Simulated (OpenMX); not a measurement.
HfIn4SiO6:

```
CELL_PARAMETERS angstrom
2.71603 -4.70332 0.00448
2.71603 4.70332 0.00448
-1.86309 0.00000 7.40415
ATOMIC_POSITIONS crystal
Hf 0.20480 0.79520 0.00000
In 0.37139 0.62861 0.50000
In 0.53812 0.46188 0.00000
In 0.03500 0.96500 0.50000
In 0.70907 0.29093 0.50000
Si 0.87146 0.12854 0.00000
O 0.10741 0.06918 0.86667
O 0.93082 0.89259 0.13333
O 0.83975 0.37820 0.86669
O 0.62180 0.16025 0.13331
O 0.19813 0.46891 0.13338
O 0.53109 0.80187 0.86662
```

The cell was built by a generator and needn't be a form met in nature.

Base run:

| Quantity | Value |
| --- | --- |
| Program | OpenMX 3.8.5 |
| Functional | LDA |
| Potentials or basis | OpenMX 2013 LDA set, Hf7.0-s3p2d2f1, In7.0-s3p2d2, Si7.0-s2p2d1, O6.0-s2p2d1, grid cutoff 500 Ry |
| k mesh | 7 × 7 × 5 |
| Occupations | fermi-dirac, width 0.05 eV |
| Spin | no spin polarisation |

Its results: pressure -7.0 GPa; largest force 0.483 eV/Å.

Problem. The run is repeated on the same cell with these changes: functional from LDA to PBE; potentials or basis from OpenMX 2013 LDA set, Hf7.0-s3p2d2f1, In7.0-s3p2d2, Si7.0-s2p2d1, O6.0-s2p2d1, grid cutoff 500 Ry to OpenMX 2013 PBE set, Hf7.0-s3p2d2f1, In7.0-s3p2d2, Si7.0-s2p2d1, O6.0-s2p2d1, grid cutoff 500 Ry. What comes out?

Solution. Pressure 0.7 GPa; largest force 0.304 eV/Å.

Caveats: the basis of atomic orbitals isn't converged, which shifts pressures, moduli and gaps.
